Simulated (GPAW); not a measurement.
A run of GPAW 26.7.0:

Contents of run.py:

```python
from ase import Atoms
from ase.dft.bandgap import bandgap
from ase.io import write
from ase.units import GPa
from gpaw import GPAW, PW, setup_paths

setup_paths.insert(0, '.')

atoms = Atoms(['Pd', 'Ru', 'Ru', 'Mo'],
              cell=[[2.7734346065, 0.0, 0.0],
                    [-1.3867173032, 2.4018648249, 0.0],
                    [0.0, 0.0, 8.89466]],
              scaled_positions=[[0.0, 0.0, 0.5],
                                [0.6666666667, 0.3333333333, 0.757849],
                                [0.6666666667, 0.3333333333, 0.242151],
                                [0.0, 0.0, 0.0]],
              pbc=True)

calc = GPAW(mode=PW(600),
            xc='PBEsol',
            kpts={'size': (7, 7, 2), 'gamma': True},
            occupations={'name': 'fermi-dirac', 'width': 0.05},
            nbands=53,
            convergence={'density': 1e-05, 'energy': 1e-05},
            maxiter=150,
            txt='gpaw.txt')
atoms.calc = calc
energy = atoms.get_potential_energy()
forces = atoms.get_forces()
stress = atoms.get_stress()
calc.write('gs.gpw')
write('result.traj', atoms)
print(f'Energy: {energy:.6f} eV')
print('Forces (eV/A):')
print(forces.round(4))
print('Stress (GPa):', (stress / GPa).round(3))
print('Fermi level:', round(calc.get_fermi_level(), 4), 'eV')
print(f'Gap: {bandgap(calc)[0]:.4f} eV, direct: {bandgap(calc, direct=True)[0]:.4f} eV')

path = atoms.cell.bandpath('GMKGALHA,LM,KH', npoints=100, eps=1e-4)
bs_calc = calc.fixed_density(kpts=path, symmetry='off', nbands=72,
                             convergence={'bands': 'CBM+6.0', 'eigenstates': 1e-6}, txt='bands.txt')
bs = bs_calc.band_structure()
bs.write('bs.json')
print(f'Gap on the path: {bandgap(bs_calc)[0]:.4f} eV')
```

Potentials or basis: PAW data sets generated in the run's folder for this functional, pw.

The run is started by

```console
$ gpaw-setup -f PBEsol Mo Pd Ru
$ OMP_NUM_THREADS=1 python run.py
```

Hardware: 1 thread of Arm Neoverse N1, on a shared host.

Estimate the wall time of this run.

Run time: 4.7 min on 1 thread of Arm Neoverse N1, with other jobs on the host, peak memory 0.52 GiB. Counts: scf iterations 20, plane waves 2011, bands 53, k points 16.
